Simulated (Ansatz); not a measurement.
**C₅HF₇: basis-set convergence**

The task here is to estimate one member of a computed series from the others.

The runs use Ansatz 0.2.0, Gaussian basis; one geometry, several basis sets.

Plan: PBE0-D4/def2-SVP; ωB97M-V/def2-SVP; PBE0-D4/def2-QZVPP; ωB97M-V/def2-QZVPP; the functionals' def2-TZVPP values are taken from earlier runs.

**The relaxed structure**

An earlier PBE0-D4 in a triple-zeta def2 set relaxation fixed the geometry.

SMILES `FC1=C(F)C(F)(F)C(F)(F)C1F`, 13 atoms, charge 0, spin multiplicity 1.

Atoms are counted from 1 here; the program's logs count them from 0.

Bond lengths: F1–C2 1.313 Å, C2–C3 1.328 Å, C2–C11 1.486 Å, C3–F4 1.312 Å, C3–C5 1.488 Å, C5–F6 1.342 Å, C5–F7 1.350 Å, C5–C8 1.565 Å, C8–F9 1.335 Å, C8–F10 1.341 Å, C8–C11 1.548 Å, C11–F12 1.366 Å, C11–H13 1.095 Å. Angles: F1–C2–C3 126.1°, F1–C2–C11 120.0°, C3–C2–C11 113.9°, C2–C3–F4 127.1°, C2–C3–C5 112.2°, F4–C3–C5 120.5°, C3–C5–F6 112.9°, C3–C5–F7 111.4°, C3–C5–C8 103.1°, F6–C5–F7 107.0°, F6–C5–C8 111.9°, F7–C5–C8 110.6°, C5–C8–F9 109.5°, C5–C8–F10 110.9°, C5–C8–C11 106.4°, F9–C8–F10 108.4°, F9–C8–C11 110.0°, F10–C8–C11 111.5° and more.

Set-up of the first run:

Contents of in.yaml:

```yaml
crystal:
  periodic: [false, false, false]
  atoms:
    - {symbol: F, position_ang: [-1.340966, -2.217894, -0.591171]}
    - {symbol: C, position_ang: [-0.720440, -1.085280, -0.356946]}
    - {symbol: C, position_ang: [-0.947442, 0.071905, -0.966931]}
    - {symbol: F, position_ang: [-1.814862, 0.306859, -1.922894]}
    - {symbol: C, position_ang: [-0.019835, 1.141094, -0.507712]}
    - {symbol: F, position_ang: [-0.657561, 2.265487, -0.147254]}
    - {symbol: F, position_ang: [0.860630, 1.477856, -1.473655]}
    - {symbol: C, position_ang: [0.718180, 0.474533, 0.700259]}
    - {symbol: F, position_ang: [0.264949, 0.995274, 1.843200]}
    - {symbol: F, position_ang: [2.040227, 0.689878, 0.631330]}
    - {symbol: C, position_ang: [0.384175, -1.035226, 0.636348]}
    - {symbol: F, position_ang: [-0.010027, -1.515290, 1.852446]}
    - {symbol: H, position_ang: [1.263373, -1.603997, 0.317682]}
basis:
  gaussian: {orbitals: def2-SVP}
hamiltonian: {xc: pbe0, dispersion: d4}
output: {orbitals: {seedname: orbitals}}
```

On the command line:

```bash
$ ansatz run in.yaml --threads 4 --pin off --events-out ev --progress --plain --max-ram 66560MiB --backend cpu
```

Steps of the session up to this table: PBE0-D4 in def2-SVP; ωB97M-V in def2-SVP; PBE0-D4 in def2-QZVPP; ωB97M-V in def2-QZVPP.

One of the session's tables, all rows but one given; the rest of the session is left out.

It belongs to the step «Density functionals: the series». 

| functional | basis | HOMO (eV) |
| --- | --- | --- |
| PBE0-D4 | def2-SVP | ? |
| PBE0-D4 | def2-TZVPP | -8.80 |
| PBE0-D4 | def2-QZVPP | -8.85 |
| ωB97M-V | def2-SVP | -10.88 |
| ωB97M-V | def2-TZVPP | -11.03 |
| ωB97M-V | def2-QZVPP | -11.09 |

Estimate the missing values for PBE0-D4, def2-SVP.

The run gave: HOMO (eV): -8.69. In the column «HOMO (eV)» it is the highest.
